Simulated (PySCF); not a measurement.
# C₄H₃BrN₂: NMR shieldings

Aim: compute the NMR shieldings of C₄H₃BrN₂ (`Brc1ncccn1`).

Programs: PySCF 2.14.0, with routines of our own; each step states its level. All values are computed. Atoms count from 0.

### Step 1. The starting structure

10 atoms, charge 0, multiplicity 1; geometry from: GFN2-xTB.

### Step 2. Relaxing the molecule at PBE0-D3(BJ)/def2-SVP

What the job is given:

```
{"job": {"xc": "PBE0", "basis": "def2-SVP", "d3": "d3bj", "grid": 1, "maxiter": 30, "shake": 0.01, "kind": "geom"}, "charge": 0, "multiplicity": 1}
Br     3.318350    -0.141200    -0.067100
C      1.413420    -0.054470    -0.035450
N      0.774830    -1.209990    -0.047560
C     -0.493230    -1.158560    -0.013720
C     -1.220070     0.036880     0.013000
C     -0.445980     1.200730     0.023510
N      0.888910     1.147060    -0.003160
H     -1.013650    -2.113390    -0.019560
H     -2.294820     0.087240     0.066940
H     -0.877320     2.184760     0.062050
```

Launch:

```
$ OMP_NUM_THREADS=1 python heavy_run.py task.json out
```

One launch serves the whole session: the jobs run in the order shown.

The log of the run:

```text
step   0  E = -2836.77738030  max force = 0.068631
step   1  E = -2836.78180788  max force = 0.019041
step   2  E = -2836.78201826  max force = 0.006882
step   3  E = -2836.78202096  max force = 0.007783
step   4  E = -2836.78217722  max force = 0.001507
step   5  E = -2836.78218813  max force = 0.001581
step   6  E = -2836.78219332  max force = 0.000350
optimisation converged
```

Wall time 52 s (1 thread of Arm Neoverse V1, shared host); peak memory 0.55 GiB.

The steps of the relaxation:

```tsv
step	energy from step 0 (eV)	largest force component (eV/Å)
0	0.0000	3.5291
1	-0.1205	0.9791
2	-0.1262	0.3539
3	-0.1263	0.4002
4	-0.1305	0.0775
5	-0.1308	0.0813
6	-0.1310	0.0180
```

Close pairs (by a distance rule), those that changed most:

```tsv
bond	before (Å)	after (Å)	change (Å)
N2–C3	1.270	1.331	+0.061
C5–H9	1.075	1.096	+0.021
Br0–C1	1.907	1.888	-0.019
C4–H8	1.077	1.091	+0.014
C1–N6	1.311	1.322	+0.010
C3–H7	1.087	1.096	+0.008
C3–C4	1.399	1.392	-0.007
C5–N6	1.336	1.330	-0.006
```

The end geometry stands in the next job.

```tsv
at the end point	value
point group (found at 0.08 Å tolerance)	C2v
rotational constants (GHz, main isotopes)	6.138, 1.064, 0.907
dipole moment (D)	3.64
```

### Step 3. NMR shieldings: PBE0/pcJ-1 Br:dyall-v2z (PBE0), spin–orbit

What the job is given:

```
{"job": {"kind": "hnmr", "xc": "PBE0", "basis": {"default": "pcJ-1", "Br": "dyall-v2z"}, "rel": "so"}, "charge": 0, "multiplicity": 1}
Br     2.318427    -0.361243    -0.189463
C      0.434035    -0.281109    -0.106323
N     -0.199701    -1.440551    -0.100399
C     -1.527724    -1.377752    -0.041140
C     -2.210496    -0.165558     0.013780
C     -1.422390     0.982654     0.000744
N     -0.094399     0.929553    -0.059622
H     -2.063028    -2.333879    -0.036327
H     -3.299083    -0.117472     0.063557
H     -1.871366     1.981588     0.040102
```

Method: PBE0/pcJ-1 Br:dyall-v2z GIAO NMR shielding, X2C with spin-orbit coupling, screened-nuclear two-electron part, Gaussian nuclei, gas phase.

The log of the run:

```text
spin-free SCF
coarse grid: 45712 points
cycle   1  E = -2869.5031683677  dE =  1.210e+00  |g| = 4.935e-01  |ddm| = 3.137e+00
cycle   2  E = -2869.4565464054  dE =  4.662e-02  |g| = 6.767e-01  |ddm| = 8.091e-01
cycle   3  E = -2869.5494980774  dE = -9.295e-02  |g| = 8.109e-02  |ddm| = 4.746e-01
cycle   4  E = -2869.5501680532  dE = -6.700e-04  |g| = 5.921e-02  |ddm| = 1.218e-01
cycle   5  E = -2869.5509753027  dE = -8.072e-04  |g| = 1.457e-02  |ddm| = 5.597e-02
cycle   6  E = -2869.5510176537  dE = -4.235e-05  |g| = 3.398e-03  |ddm| = 1.198e-02
cycle   7  E = -2869.5510202022  dE = -2.548e-06  |g| = 8.906e-04  |ddm| = 3.019e-03
final grid: 96008 points
cycle   8  E = -2869.5511876128  dE =  5.341e-08  |g| = 1.290e-03  |ddm| = 1.771e-03
cycle   9  E = -2869.5511872657  dE =  3.471e-07  |g| = 1.719e-03  |ddm| = 1.977e-03
cycle  10  E = -2869.5511879045  dE = -6.388e-07  |g| = 1.660e-04  |ddm| = 1.273e-03
cycle  11  E = -2869.5511879062  dE = -1.663e-09  |g| = 1.337e-04  |ddm| = 1.889e-04
cycle  12  E = -2869.5511879100  dE = -3.846e-09  |g| = 2.274e-05  |ddm| = 1.044e-04
converged SCF energy = -2869.5511879100
two-component SCF
cycle   1  E = -2869.4843751751  dE = -2.869e+03  |FDS-SDF| = 2.194e+01
cycle   2  E = -2869.6290805159  dE = -1.447e-01  |FDS-SDF| = 9.658e-02
cycle   3  E = -2869.6292143702  dE = -1.339e-04  |FDS-SDF| = 4.106e-03
cycle   4  E = -2869.6292245167  dE = -1.015e-05  |FDS-SDF| = 1.923e-03
cycle   5  E = -2869.6292258492  dE = -1.333e-06  |FDS-SDF| = 9.978e-04
cycle   6  E = -2869.6292263914  dE = -5.422e-07  |FDS-SDF| = 1.775e-04
cycle   7  E = -2869.6292264056  dE = -1.416e-08  |FDS-SDF| = 1.488e-04
cycle   8  E = -2869.6292264114  dE = -5.819e-09  |FDS-SDF| = 1.900e-05
converged, E = -2869.6292264114

Field gradients (au) and densities at the nuclei (bohr^-3)
atom        Vxx        Vyy        Vzz        centre      nuclear mean
  0 Br    -3.3357    -4.8298     8.1655      40817.604      40757.851
  1 C      0.0681     0.1543    -0.2224        125.895        125.893
  2 N      0.4205     0.6490    -1.0696        204.741        204.736
  3 C     -0.1044    -0.2693     0.3737        125.924        125.922
  4 C     -0.1059    -0.1619     0.2678        125.874        125.872
  5 C     -0.1052    -0.2689     0.3741        125.924        125.922
  6 N      0.4200     0.6495    -1.0695        204.742        204.737
  7 H     -0.1340    -0.1496     0.2836          0.475          0.475
  8 H     -0.1376    -0.1601     0.2977          0.469          0.469
  9 H     -0.1339    -0.1495     0.2834          0.475          0.475
without picture change
  0 Br                           8.4403                     66241.052

Core orbital energies (eV)
atom   shell        mean    spread
  0 Br 1s       -13364.740   0.000
  0 Br 2s        -1754.069   0.000
  0 Br 3s         -247.085   0.000
  0 Br 4s          -22.533   0.000
  0 Br 2p1/2     -1577.690   0.000
  0 Br 2p3/2     -1530.339   0.071
  0 Br 3p1/2      -185.380   0.000
  0 Br 3p3/2      -178.438   0.242
  0 Br 3d3/2       -71.456   0.270
  0 Br 3d5/2       -70.363   0.364

Shielding tensors (ppm)
atom      isotropic    diamagn.    paramagn.     s11        s22        s33       span
  0 Br     2093.26     2986.01     -892.75    1495.99    1687.57    3096.22    1600.23
  1 C        23.15      248.44     -225.29     -70.50      47.16      92.80     163.31
  2 N       -80.78      328.14     -408.92    -317.26    -159.73     234.66     551.91
  3 C        20.40      249.31     -228.91     -93.48       8.79     145.88     239.36
  4 C        59.48      259.88     -200.39     -60.42      62.32     176.55     236.97
  5 C        20.36      249.26     -228.90     -93.56       8.78     145.86     239.42
  6 N       -81.09      328.18     -409.27    -317.65    -159.94     234.31     551.96
  7 H        22.74       28.11       -5.37      19.01      23.13      26.06       7.05
  8 H        24.26       29.31       -5.05      22.58      23.48      26.71       4.13
  9 H        22.73       28.77       -6.04      19.01      23.13      26.06       7.05
```

Run time: 3.4 min. Hardware: 1 thread of Arm Neoverse V1, shared host; peak memory 1.6 GiB.

Key values:

```tsv
quantity	value
energy from spin-orbit coupling	-0.0780 Eh
```

The fields below are evaluated on a grid from the run's orbitals.

Frontier orbitals at PBE0/dyall-v2z+pcJ-1, with the share of their density that lies nearest to each atom:

```tsv
orbital	energy (eV)	lies on
HOMO	-7.65	N2, N6 about 29 % each; Br0 25 %
LUMO	-1.66	C3, C5 about 23 % each; N2, N6 about 18 % each
```

ELF in a plane through or near 10 of the atoms.

Ten even steps from ' ' (0.00) to '@' (1.00):
```
                                                        
                                                        
                                                        
                              **%%++                    
                  ::++++::  --@@@@@@%%                  
          ....    ==%%@@**  ++@@@@@@%%                  
      ..==****::  ==@@@@%%**++##@@##..                  
      --##%%%%**  ..##----%%..==++::                    
    ..==%%%%**##--::**##++##--++%%==++%%%%==            
    ..==**--==--####::--==  ::**==::@@@@@@@@..          
    ..==++--**::##**==--==  --**::::@@@@@@@@..          
    ..==%%##**##--::****++##--==%%====%%%%==            
      --##%%%%**  ..##::..%%--++++::                    
      ..==****::  ==@@@@##**++%%@@##..                  
          ....    ==%%@@++  **@@@@@@%%                  
                  ::++++::  --@@@@@@##                  
                              **%%++                    
                                                        
                                                        
                                                        
```
The map spans 11.8 Å across and 9.5 Å up, centred on the molecule. Atoms in the plane (x, y in Å): Br0 (-3.3, 0.0), C1 (-1.4, 0.0), N2 (-0.8, 1.2), C3 (0.5, 1.2), C4 (1.2, 0.0), C5 (0.5, -1.2), N6 (-0.8, -1.2), H7 (1.0, 2.2), H8 (2.3, 0.0), H9 (1.0, -2.2).

log10 of the density (e/Å³) in the same plane.

Ten even steps from '0' (-4.0) to '9' (2.4):
```
0000000000000000000000000000
0000000000000000000000000000
0000000000000111211000000000
0000000001122223332100000000
0000011123333345543210000000
0001222233455456654210000000
0123344444566666654321000000
0123455545677677654332100000
0234566655676666655443100000
1234679766766556766653210000
1234679766766556766653210000
0234566655676666655443100000
0123455545677678654332100000
0123344444566666654221000000
0001222233455456654210000000
0000011123333345543200000000
0000000001122223332100000000
0000000000000112211000000000
0000000000000000000000000000
0000000000000000000000000000
```
The map spans 11.8 Å across and 9.5 Å up, centred on the molecule. Atoms in the plane (x, y in Å): Br0 (-3.3, 0.0), C1 (-1.4, 0.0), N2 (-0.8, 1.2), C3 (0.5, 1.2), C4 (1.2, 0.0), C5 (0.5, -1.2), N6 (-0.8, -1.2), H7 (1.0, 2.2), H8 (2.3, 0.0), H9 (1.0, -2.2).

On the surface of density 0.002 e/bohr³ the electrostatic potential runs, from the 1st to the 99th percentile, from -1.52 V near N6 to 1.51 V near H8.

### Step 4. NMR shieldings: KT2/pcJ-1 Br:dyall-v2z (KT2), spin–orbit

The job, as its differences from that of step 3:

```diff
@@ -1,2 +1,2 @@
-{"job": {"kind": "hnmr", "xc": "PBE0", "basis": {"default": "pcJ-1", "Br": "dyall-v2z"}, "rel": "so"}, "charge": 0, "multiplicity": 1}
+{"job": {"kind": "hnmr", "xc": "KT2", "basis": {"default": "pcJ-1", "Br": "dyall-v2z"}, "rel": "so"}, "charge": 0, "multiplicity": 1}
 Br     2.318427    -0.361243    -0.189463
```

With the program's defaults for keys left out, this is: KT2/pcJ-1 Br:dyall-v2z GIAO NMR shielding, X2C with spin-orbit coupling, screened-nuclear two-electron part, Gaussian nuclei, gas phase.

The log of the run:

```text
spin-free SCF
coarse grid: 45712 points
cycle   1  E = -2884.8722787379  dE =  1.005e+00  |g| = 1.196e+00  |ddm| = 3.201e+00
cycle   2  E = -2884.7555779509  dE =  1.167e-01  |g| = 1.029e+00  |ddm| = 1.177e+00
cycle   3  E = -2884.8606105922  dE = -1.050e-01  |g| = 5.765e-01  |ddm| = 1.067e+00
cycle   4  E = -2884.9276799069  dE = -6.707e-02  |g| = 1.948e-01  |ddm| = 5.005e-01
cycle   5  E = -2884.9334152690  dE = -5.735e-03  |g| = 5.211e-02  |ddm| = 1.700e-01
cycle   6  E = -2884.9339693075  dE = -5.540e-04  |g| = 2.247e-02  |ddm| = 6.108e-02
cycle   7  E = -2884.9340922975  dE = -1.230e-04  |g| = 2.787e-03  |ddm| = 2.310e-02
cycle   8  E = -2884.9340935173  dE = -1.220e-06  |g| = 1.761e-03  |ddm| = 4.356e-03
final grid: 96008 points
cycle   9  E = -2884.9339577082  dE = -1.279e-06  |g| = 4.061e-02  |ddm| = 4.866e-03
cycle  10  E = -2884.9339506056  dE =  7.103e-06  |g| = 6.278e-03  |ddm| = 8.705e-03
cycle  11  E = -2884.9339250727  dE =  2.553e-05  |g| = 1.165e-02  |ddm| = 1.652e-02
cycle  12  E = -2884.9339601012  dE = -3.503e-05  |g| = 1.169e-03  |ddm| = 1.105e-02
cycle  13  E = -2884.9339604592  dE = -3.581e-07  |g| = 2.714e-05  |ddm| = 1.041e-03
cycle  14  E = -2884.9339604593  dE = -8.367e-11  |g| = 1.178e-05  |ddm| = 3.012e-05
converged SCF energy = -2884.9339604593
two-component SCF
cycle   1  E = -2884.8667521910  dE = -2.885e+03  |FDS-SDF| = 2.202e+01
cycle   2  E = -2885.0122416882  dE = -1.455e-01  |FDS-SDF| = 8.107e-03
cycle   3  E = -2885.0122415293  dE =  1.588e-07  |FDS-SDF| = 2.685e-03
cycle   4  E = -2885.0122409477  dE =  5.816e-07  |FDS-SDF| = 2.350e-03
cycle   5  E = -2885.0122417225  dE = -7.748e-07  |FDS-SDF| = 1.103e-03
cycle   6  E = -2885.0122420143  dE = -2.918e-07  |FDS-SDF| = 1.220e-04
cycle   7  E = -2885.0122420169  dE = -2.551e-09  |FDS-SDF| = 5.371e-05
converged, E = -2885.0122420169

Field gradients (au) and densities at the nuclei (bohr^-3)
atom        Vxx        Vyy        Vzz        centre      nuclear mean
  0 Br    -3.1222    -4.6592     7.7814      41423.375      41358.349
  1 C      0.0723     0.1288    -0.2011        131.289        131.287
  2 N      0.4288     0.6449    -1.0737        212.115        212.110
  3 C     -0.0878    -0.2560     0.3438        131.304        131.302
  4 C     -0.0982    -0.1650     0.2631        131.262        131.260
  5 C     -0.0886    -0.2556     0.3442        131.304        131.302
  6 N      0.4283     0.6454    -1.0736        212.116        212.111
  7 H     -0.1325    -0.1491     0.2816          0.499          0.499
  8 H     -0.1371    -0.1584     0.2955          0.494          0.494
  9 H     -0.1324    -0.1490     0.2814          0.499          0.499
without picture change
  0 Br                           8.0433                     67351.688

Core orbital energies (eV)
atom   shell        mean    spread
  0 Br 1s       -13348.411   0.000
  0 Br 2s        -1739.870   0.000
  0 Br 3s         -240.261   0.000
  0 Br 4s          -20.384   0.000
  0 Br 2p1/2     -1565.027   0.000
  0 Br 2p3/2     -1517.828   0.075
  0 Br 3p1/2      -179.476   0.000
  0 Br 3p3/2      -172.646   0.256
  0 Br 3d3/2       -67.938   0.259
  0 Br 3d5/2       -66.868   0.349

vertical triplet (scalar unrestricted SCF): 3.559 eV

Shielding tensors (ppm)
atom      isotropic    diamagn.    paramagn.     s11        s22        s33       span
  0 Br     2054.52     2993.10     -938.58    1435.00    1691.65    3036.91    1601.91
  1 C        32.42      254.00     -221.57     -45.10      58.81      83.57     128.66
  2 N       -58.97      331.84     -390.81    -262.86    -130.81     216.76     479.62
  3 C        34.81      254.52     -219.70     -66.70      28.70     142.43     209.13
  4 C        70.48      263.70     -193.21     -39.82      75.85     175.42     215.24
  5 C        34.78      254.47     -219.69     -66.77      28.71     142.41     209.18
  6 N       -59.24      331.96     -391.21    -263.22    -130.99     216.48     479.71
  7 H        23.08       28.16       -5.08      19.37      23.88      26.00       6.64
  8 H        24.64       29.11       -4.47      23.24      24.13      26.57       3.33
  9 H        23.08       28.89       -5.81      19.37      23.87      26.01       6.64
```

It took 75 s on 1 thread of Arm Neoverse V1, shared host; peak memory 1.3 GiB.

In short:

```tsv
quantity	value
energy from spin-orbit coupling	-0.0783 Eh
```

### Step 5. NMR shieldings: B3LYP/pcJ-1 Br:dyall-v2z (B3LYP), spin–orbit

The job, as its differences from that of step 4:

```diff
@@ -1,2 +1,2 @@
-{"job": {"kind": "hnmr", "xc": "KT2", "basis": {"default": "pcJ-1", "Br": "dyall-v2z"}, "rel": "so"}, "charge": 0, "multiplicity": 1}
+{"job": {"kind": "hnmr", "xc": "B3LYP", "basis": {"default": "pcJ-1", "Br": "dyall-v2z"}, "rel": "so"}, "charge": 0, "multiplicity": 1}
 Br     2.318427    -0.361243    -0.189463
```

Level: B3LYP/pcJ-1 Br:dyall-v2z GIAO NMR shielding, X2C with spin-orbit coupling, screened-nuclear two-electron part, Gaussian nuclei, gas phase.

The log of the run:

```text
spin-free SCF
coarse grid: 45712 points
cycle   1  E = -2870.1387641308  dE =  1.150e+00  |g| = 4.946e-01  |ddm| = 3.153e+00
cycle   2  E = -2870.0709775095  dE =  6.779e-02  |g| = 7.661e-01  |ddm| = 9.071e-01
cycle   3  E = -2870.1898552685  dE = -1.189e-01  |g| = 7.369e-02  |ddm| = 5.156e-01
cycle   4  E = -2870.1903621722  dE = -5.069e-04  |g| = 5.615e-02  |ddm| = 1.219e-01
cycle   5  E = -2870.1910730348  dE = -7.109e-04  |g| = 1.737e-02  |ddm| = 5.678e-02
cycle   6  E = -2870.1911364435  dE = -6.341e-05  |g| = 4.471e-03  |ddm| = 1.485e-02
cycle   7  E = -2870.1911404880  dE = -4.044e-06  |g| = 8.057e-04  |ddm| = 3.512e-03
final grid: 96008 points
cycle   8  E = -2870.1912344409  dE =  1.067e-07  |g| = 1.134e-03  |ddm| = 1.797e-03
cycle   9  E = -2870.1912340310  dE =  4.100e-07  |g| = 1.782e-03  |ddm| = 2.061e-03
cycle  10  E = -2870.1912347250  dE = -6.940e-07  |g| = 1.279e-04  |ddm| = 1.269e-03
cycle  11  E = -2870.1912347282  dE = -3.180e-09  |g| = 4.659e-05  |ddm| = 1.189e-04
converged SCF energy = -2870.1912347282
two-component SCF
cycle   1  E = -2870.1243537231  dE = -2.870e+03  |FDS-SDF| = 2.195e+01
cycle   2  E = -2870.2693577767  dE = -1.450e-01  |FDS-SDF| = 7.790e-02
cycle   3  E = -2870.2694576650  dE = -9.989e-05  |FDS-SDF| = 3.330e-03
cycle   4  E = -2870.2694642461  dE = -6.581e-06  |FDS-SDF| = 1.994e-03
cycle   5  E = -2870.2694649536  dE = -7.075e-07  |FDS-SDF| = 7.291e-04
cycle   6  E = -2870.2694652576  dE = -3.040e-07  |FDS-SDF| = 2.403e-04
cycle   7  E = -2870.2694652725  dE = -1.491e-08  |FDS-SDF| = 1.243e-04
cycle   8  E = -2870.2694652766  dE = -4.109e-09  |FDS-SDF| = 2.269e-05
converged, E = -2870.2694652766

Field gradients (au) and densities at the nuclei (bohr^-3)
atom        Vxx        Vyy        Vzz        centre      nuclear mean
  0 Br    -3.3523    -4.9192     8.2715      40821.946      40761.999
  1 C      0.0613     0.1593    -0.2206        126.041        126.039
  2 N      0.4239     0.6752    -1.0991        204.893        204.888
  3 C     -0.1063    -0.2748     0.3812        126.065        126.062
  4 C     -0.1048    -0.1714     0.2762        126.017        126.015
  5 C     -0.1071    -0.2744     0.3816        126.065        126.063
  6 N      0.4234     0.6756    -1.0990        204.894        204.889
  7 H     -0.1327    -0.1487     0.2814          0.488          0.488
  8 H     -0.1362    -0.1589     0.2951          0.482          0.482
  9 H     -0.1326    -0.1486     0.2812          0.487          0.487
without picture change
  0 Br                           8.5497                     66251.240

Core orbital energies (eV)
atom   shell        mean    spread
  0 Br 1s       -13352.859   0.000
  0 Br 2s        -1749.425   0.000
  0 Br 3s         -244.755   0.000
  0 Br 4s          -22.041   0.000
  0 Br 2p1/2     -1574.206   0.000
  0 Br 2p3/2     -1526.903   0.073
  0 Br 3p1/2      -183.567   0.000
  0 Br 3p3/2      -176.642   0.246
  0 Br 3d3/2       -70.450   0.270
  0 Br 3d5/2       -69.363   0.364

Shielding tensors (ppm)
atom      isotropic    diamagn.    paramagn.     s11        s22        s33       span
  0 Br     2028.50     2986.54     -958.04    1400.26    1609.74    3075.50    1675.24
  1 C        16.77      249.08     -232.31     -76.03      38.80      87.53     163.56
  2 N       -88.09      329.19     -417.28    -323.27    -167.74     226.74     550.01
  3 C        15.84      249.71     -233.87     -98.37       6.03     139.85     238.22
  4 C        54.60      259.93     -205.33     -66.15      59.49     170.46     236.61
  5 C        15.80      249.71     -233.91     -98.45       6.02     139.82     238.27
  6 N       -88.41      329.18     -417.59    -323.67    -167.94     226.39     550.05
  7 H        22.99       28.21       -5.22      19.31      23.35      26.30       6.99
  8 H        24.53       29.28       -4.75      22.93      23.64      27.02       4.08
  9 H        22.99       28.94       -5.95      19.31      23.35      26.30       6.99
```

It took 3.3 min on 1 thread of Arm Neoverse V1, shared host; peak memory 1.6 GiB.

Key values:

```tsv
quantity	value
energy from spin-orbit coupling	-0.0782 Eh
```

(Part 1 of 2 ends here.)
